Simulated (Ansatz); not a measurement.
**NaAg (rocksalt type): how the settings move a single-point run**

How sensitive is a single-point run of NaAg (rocksalt type) to its settings? A reference run comes first, then one run with altered input.

Method: reference: DFT, LDA, PAW with Ansatz's default frozen-core files, scalar-relativistic, in Ansatz 0.2.0.

## 1. The system as given

Symmetry: Fm-3m, No. 225, cubic system. The conventional cell has a = 5.765 Å, b = 5.765 Å, c = 5.765 Å, α = 90.00°, β = 90.00°, γ = 90.00°. Around Na (site symmetry m-3m) lie 6 Ag at 2.88 Å. Ag (site symmetry m-3m) has 6 Na at 2.88 Å as nearest neighbours.

Structure file:

```cif
data_structure
_symmetry_space_group_name_H-M 'P 1'
_symmetry_Int_Tables_number 1
_cell_length_a 4.0762
_cell_length_b 4.0762
_cell_length_c 4.0762
_cell_angle_alpha 60.000
_cell_angle_beta 60.000
_cell_angle_gamma 60.000
_cell_volume 47.89
loop_
_atom_site_label
_atom_site_type_symbol
_atom_site_fract_x
_atom_site_fract_y
_atom_site_fract_z
_atom_site_occupancy
Na1 Na 0.00000 0.00000 0.00000 1
Ag1 Ag 0.50000 0.50000 0.50000 1
```

## 2. Baseline

Contents of input.yaml:

```yaml
crystal:
  lattice:
    - [0.0, 2.882280451, 2.882280451]
    - [2.882280451, 0.0, 2.882280451]
    - [2.882280451, 2.882280451, 0.0]
  atoms:
    - { symbol: Na, position: [0.0, 0.0, 0.0] }
    - { symbol: Ag, position: [0.5, 0.5, 0.5] }
kpoints:
  mp_grid: { grid: [12, 12, 12] }
scf:
  occupations: { method: fermi_dirac, width: 0.05 }
hamiltonian:
  xc: lda
  pseudopotentials: { kind: paw }
output:
  forces: true
  stress: true
  eigenvalues: true
  efg: { contact_densities: true }
  populations: true
  bader: true
  dos: { projected: true, de: 0.2, e_range: [-14, 8] }
  write_density: true
  write_potential: true
  elf: true
  volumetric_format: npy
```

Run with:

```
> ansatz run input.yaml --threads 1 --pin off --max-ram 2048MiB --backend cpu --events-out ev --progress --plain --runs-dir out
```

## 3. Again, with xc r2scan

input.yaml: that of step 2 with these lines changed.

```diff
@@ -13,3 +13,3 @@
 hamiltonian:
-  xc: lda
+  xc: r2scan
   pseudopotentials: { kind: paw }
@@ -21,7 +21 @@
   populations: true
-  bader: true
-  dos: { projected: true, de: 0.2, e_range: [-14, 8] }
-  write_density: true
-  write_potential: true
-  elf: true
-  volumetric_format: npy
```

Q: Predict the outcome of this session. Wanted: for each run, ending; energy change; pressure; gap; force.

As calculated:

| run | ending | energy change | pressure (GPa) | gap (eV) | force (eV/Å) | cycles | time |
| --- | --- | --- | --- | --- | --- | --- | --- |
| reference | converged | - | 0.0 | 0.00 | 0.00 | 7 | 20 s |
| 1: xc r2scan | converged | not comparable | 2.4 | 0.00 | 0.00 | 8 | 22 s |

Times don't compare one to one where runs were asked for different outputs or read a saved state (see the inputs); cycles may leave out searches for a lower state.

Residual by cycle in the longest SCF loop of each run; runs are numbered as in the table. The quantity is the density residual dr2, in eV.

| cycle | reference | run 1 |
| --- | --- | --- |
| 1 | 0.0127 | 0.0466 |
| 2 | 0.00181 | 0.012 |
| 3 | 4.9e-4 | 0.00239 |
| 4 | 6.9e-5 | 1.8e-4 |
| 5 | 4.0e-6 | 3.2e-5 |
| 6 | 1.8e-7 | 2.8e-6 |
| 7 | 2.1e-8 | 2.3e-7 |
| 8 | - | 5.7e-9 |

**Reading.** After a change of functional the difference of the totals has no physical meaning; the pressure goes from 0.0 to 2.4 GPa. At this fixed cell a higher pressure means that this functional prefers a larger volume than the reference.
